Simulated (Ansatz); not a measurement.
# BGePH (quartet): wave-function methods side by side, cc-pVDZ

Aim: climb from Hartree-Fock through coupled cluster for BGePH (quartet) at one geometry and basis, and see what each rung misses.

Computed with Ansatz 0.2.0, Gaussian basis. Level: cc-pVDZ, core rule «outside noble gas», up to 20 orbitals frozen.

Plan: UHF; CCSD(T) on ROHF; CCSD(T) on UHF; BCCD(T) on ROHF; CISD; CCSDT(Q) on ROHF; CCSDT(Q) on UHF.

18 further runs of the same task are left out: 13 that didn't finish, 5 set aside as unsound or not needed.

**1. What is computed**

The geometry is a PBE0/def2-TZVP stationary point (not a proven minimum) of the parent state, kept for this charge and spin. No spin-orbit coupling is included. The filled d shell of Ge may be among the frozen orbitals whatever the setting's name suggests; the logs give the count.

4 atoms, charge 0, spin multiplicity 4.

Atoms are counted from 1 here; the program's logs count them from 0.

Bond lengths: B1–Ge2 2.043 Å, B1–P3 1.739 Å, Ge2–P3 2.391 Å, Ge2–H4 1.566 Å. Angles: Ge2–B1–P3 78.0°, B1–Ge2–P3 45.3°, B1–Ge2–H4 131.9°, P3–Ge2–H4 86.6°, B1–P3–Ge2 56.7°.

**2. UHF**

The input, in.yaml:

```yaml
crystal:
  periodic: [false, false, false]
  atoms:
    - {symbol: B, position_ang: [0.000000, -1.246974, -0.805916]}
    - {symbol: Ge, position_ang: [0.000000, 0.033178, 0.785825]}
    - {symbol: P, position_ang: [0.000000, 0.305475, -1.589983]}
    - {symbol: H, position_ang: [0.000000, 1.596606, 0.871290]}
basis:
  gaussian: {orbitals: cc-pVDZ}
magnetization: {spin_polarized: true, initial_magnetization: 3}
hamiltonian: {xc: hf}
output: {orbitals: {seedname: orbitals}}
```

Started as:

```bash
$ ansatz run in.yaml --threads 1 --pin off --events-out ev --progress --plain --max-ram 2393MiB
```

The runs that follow: CCSD(T) on ROHF; CCSD(T) on UHF; BCCD(T) on ROHF; CISD; CCSDT(Q) on ROHF; CCSDT(Q) on UHF.

**Question.** What will the summary of the whole plan be? Wanted: UCCSDT(Q) below the RHF energy; RMP2 from UCCSDT(Q); UMP2 from UCCSDT(Q); RCCSD from UCCSDT(Q); RCCSD(T) from UCCSDT(Q); UCCSD(T) from UCCSDT(Q); RCCSDT(Q) from UCCSDT(Q); T1 diagnostic.

As calculated:

```
                         quantity              value
   UCCSDT(Q) below the RHF energy         -8.1691 eV
              RMP2 from UCCSDT(Q)        +1468.4 meV
              UMP2 from UCCSDT(Q)        +1529.4 meV
             RCCSD from UCCSDT(Q)         +528.2 meV
          RCCSD(T) from UCCSDT(Q)         +102.5 meV
          UCCSD(T) from UCCSDT(Q)          +95.8 meV
         RCCSDT(Q) from UCCSDT(Q)          +12.3 meV
levels within 1 kcal/mol (43 meV)  UCCSDT, RCCSDT(Q)
                    T1 diagnostic              0.047
```

RCCSD(T) misses by +102.5 meV, 1.3 % of the correlation energy. These misses are within one basis, not against nature; the frozen cores of restricted and unrestricted runs differ, which can shift their rows.
